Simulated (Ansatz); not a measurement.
## SbRh3, space group Pm-3m: a scan of one input key, step by step

With the Python package of Ansatz (0.2.0).

Notebook, run cell by cell (the value of a cell's last expression is shown):

```python
import ansatz as az
import numpy as np
```

```python
vectors = np.array([
    [3.92884849, 0.0, 0.0],
    [0.0, 3.92884849, 0.0],
    [0.0, 0.0, 3.92884849],
])
system = (
    az.Lattice.of(vectors)
    .atom("Sb", (0.0, 0.0, 0.0))
    .atom("Rh", (0.5, 0.5, 0.0))
    .atom("Rh", (0.5, 0.0, 0.5))
    .atom("Rh", (0.0, 0.5, 0.5))
)
```

```python
[site.symbol for site in system.resolved().sites]
```

    ['Sb', 'Rh', 'Rh', 'Rh']

```python
base = (
    system.calculation()
    .functional("r2scan")
    .kpoints(6)
    .occupations("fermi_dirac", width=0.15)
    .band_table()
)
typed = base.input()
rows = []
for value in [0.1, 0.3, 0.6]:
    edited = typed.set(az.key.scf.mixing.beta, value)
    data = az.Session.from_dict(edited).plan().execute().report
    rows.append((value, data["free_energy_ev"], data["n_iterations"], len(data["eigenvalues_ev"][0]) if "eigenvalues_ev" in data else 0))
print("          beta            F eV      iterations    bands listed")
for row in rows:
    print(f"{str(row[0]):>14s}  {row[1]:14.5f}  {row[2]:14d}  {row[3]:14d}")
```

    DeckWarning: basis.ecutwfc = 500 eV, auto-derived from the records' recommended cutoffs: set by Sb (their level for a meta-GGA)
              beta            F eV      iterations    bands listed
               0.1    -25746.10985              10              41
               0.3    -25746.10985               7              41
               0.6    -25746.10985               8              41

What to keep in mind:
- Absolute energies stand on the zero of these potentials, so only differences at equal settings mean something. A total without «per atom» is that of the cell as typed.
- For a metal this k-point mesh is coarse: on a finer one energies can move by several to tens of meV an atom and pressures by half a GPa or more, differences at one mesh by less.
- A Fermi-Dirac width this large means warm electrons, whose thermal share enters the free energy.
- This cell is a computed structure, which may not be the phase found in nature.
- Warnings are shown shortened and without file and line.
- Finished in 18 s on 1 thread of Arm Neoverse V1, on a shared host, peak memory 0.51 GiB.
